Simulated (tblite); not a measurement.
# C35H54Sn3: the cost of one run

Programs: tblite 0.8.0 and PySCF 2.14.0, with routines of our own; each step states its level. All values are computed. Atoms count from 0.

### 1 The starting structure

92 atoms, charge 0, multiplicity 1; geometry from: force field, distance geometry or constructed start.

### 2 Relaxing the molecule with GFN2-xTB

Job settings and geometry (Å):

```
{"job": {"kind": "relax", "xc": "GFN2-xTB", "basis": "xTB"}, "charge": 0, "multiplicity": 1}
C     -3.944100     1.554800    -4.244100
C     -2.686600     0.717600    -4.079200
C     -2.199500     0.659900    -2.604000
C     -0.825700    -0.034300    -2.520100
C     -0.268300    -0.156600    -1.068500
C      1.102100    -0.871700    -1.088500
C      1.711700    -1.110100     0.316500
C      0.885600    -2.097500     1.156700
C      3.148000    -1.596600     0.193900
C      3.441300    -2.835400    -0.401800
C      4.767400    -3.262800    -0.525300
C      5.808700    -2.455200    -0.061500
Sn     7.812100    -3.121800    -0.201300
C      8.319400    -4.230400     1.553500
C      9.122000    -1.431900    -0.388700
C      8.028200    -4.379700    -1.920200
C      5.526800    -1.223000     0.541400
C      4.201600    -0.796700     0.661800
C     -0.181900     1.202200    -0.387600
C     -0.892800     1.434800     0.801300
C     -0.829700     2.680500     1.434400
C     -0.034600     3.695700     0.897400
Sn     0.031800     5.596000     1.842200
C     -1.551500     6.807800     1.052400
C     -0.229600     5.357900     3.949500
C      1.911200     6.522600     1.450300
C      0.678300     3.477700    -0.285600
C      0.610700     2.235000    -0.922600
C     -3.238500    -0.003000    -1.712900
C     -3.569400    -1.362400    -1.864400
C     -4.504800    -1.962900    -1.024900
C     -5.123300    -1.216800    -0.013100
Sn    -6.565000    -2.123200     1.242800
C     -6.532400    -1.175600     3.168000
C     -6.111200    -4.202800     1.468900
C     -8.503200    -1.900300     0.362900
C     -4.819200     0.137800     0.130700
C     -3.881600     0.745500    -0.710000
H     -3.783500     2.581000    -3.856200
H     -4.807200     1.097000    -3.702400
H     -4.209500     1.618000    -5.316100
H     -1.879800     1.161800    -4.697700
H     -2.867200    -0.309300    -4.461500
H     -2.053600     1.715600    -2.280900
H     -0.906400    -1.056400    -2.949100
H     -0.100000     0.520600    -3.147600
H     -0.967400    -0.809400    -0.513300
H      1.821000    -0.266200    -1.685600
H      0.995200    -1.848300    -1.604400
H      1.715700    -0.146200     0.874300
H      0.681100    -3.041800     0.592400
H     -0.080200    -1.643800     1.446800
H      1.422400    -2.357400     2.091400
H      2.649700    -3.473800    -0.779100
H      4.986300    -4.220600    -0.976200
H      9.366000    -4.579200     1.484500
H      8.211600    -3.581900     2.443500
H      7.640600    -5.094300     1.647700
H      9.040800    -0.806100     0.523100
H      8.836700    -0.841600    -1.282100
H     10.165400    -1.791400    -0.497300
H      7.736400    -3.816600    -2.835900
H      9.089600    -4.700400    -2.017700
H      7.380100    -5.268800    -1.813200
H      6.335900    -0.599100     0.913600
H      4.000000     0.167800     1.125900
H     -1.509100     0.659600     1.231700
H     -1.388700     2.845600     2.346600
H     -1.524300     7.801800     1.538500
H     -2.526200     6.322000     1.260600
H     -1.411800     6.928400    -0.037000
H     -0.165900     6.343300     4.443500
H      0.566500     4.688900     4.348500
H     -1.223700     4.911000     4.151800
H      2.737800     5.869400     1.813800
H      1.967000     7.499600     1.969400
H      2.031400     6.679900     0.356700
H      1.283200     4.267800    -0.704100
H      1.174400     2.080400    -1.838700
H     -3.104100    -1.964900    -2.636600
H     -4.756300    -3.010100    -1.153400
H     -7.269400    -1.675800     3.835300
H     -5.515300    -1.256400     3.604400
H     -6.809300    -0.105600     3.050200
H     -6.173400    -4.697600     0.484000
H     -6.851200    -4.661800     2.162800
H     -5.089600    -4.317500     1.890200
H     -8.519700    -2.391900    -0.629600
H     -8.733400    -0.820100     0.249700
H     -9.261300    -2.374300     1.020700
H     -5.302200     0.727200     0.906900
H     -3.653300     1.790500    -0.574000
```

Launch:

```console
$ OMP_NUM_THREADS=4 python large_run.py task.json out
```

One launch serves the whole session: the jobs run in the order shown.

Q: Estimate the wall time and peak memory of this first job on 4 threads of Intel Xeon 6975P-C, shared host.

About 6.5 s, with a peak of 0.2 GiB.
